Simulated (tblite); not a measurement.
# C5H9NO2Si: the cost of one run

Computed with tblite 0.8.0 and PySCF 2.14.0, with density-fitted response routines of our own, on a single molecule in the gas phase. Atoms count from 0, in the outputs and in this text.

### 1 Starting geometry

18 atoms, charge 0, multiplicity 1; geometry from: force field or distance geometry start.

Bonds of the start (Å): C0–C1 1.53, C1–O2 1.34, O2–C3 1.34, C3–Si4 1.89, C3–C5 1.45, C5–N6 1.16, C3–C7 1.48, C7–O8 1.22, C0–H9 1.09, C0–H10 1.11, C0–H11 1.11, C1–H12 1.10, C1–H13 1.13, Si4–H14 1.48, Si4–H15 1.45, Si4–H16 1.46, C7–H17 1.09.

### 2 Relaxing the molecule with GFN2-xTB

Job settings and geometry (Å):

```
{"job": {"kind": "relax", "xc": "GFN2-xTB", "basis": "xTB"}, "charge": 0, "multiplicity": 1}
C      2.261100    -0.201800     0.374600
C      1.451400     0.089600    -0.885100
O      0.245700     0.632700    -0.659700
C     -0.699600    -0.001100     0.051700
Si    -2.190600     1.159000     0.051300
C     -0.354300    -0.262400     1.438600
N     -0.088500    -0.460300     2.547200
C     -1.197200    -1.271200    -0.524000
O     -0.757000    -1.652900    -1.590500
H      2.006400    -1.154200     0.850300
H      3.341600    -0.177000     0.113500
H      2.037600     0.608900     1.103900
H      1.462700    -0.772000    -1.574800
H      2.070800     0.866700    -1.419000
H     -1.791400     2.462300    -0.525300
H     -3.264800     0.617700    -0.764100
H     -2.583800     1.410600     1.437500
H     -1.958900    -1.888600    -0.037600
```

Launch:

```
> OMP_NUM_THREADS=1 python probes_run.py task.json out
```

The driver reads the jobs from task.json and runs them one after another.

**Question.** How long does this first job take on 1 thread of Arm Neoverse V1, shared host, and how much memory does it need?

About 1 s, with a peak of 0.18 GiB.
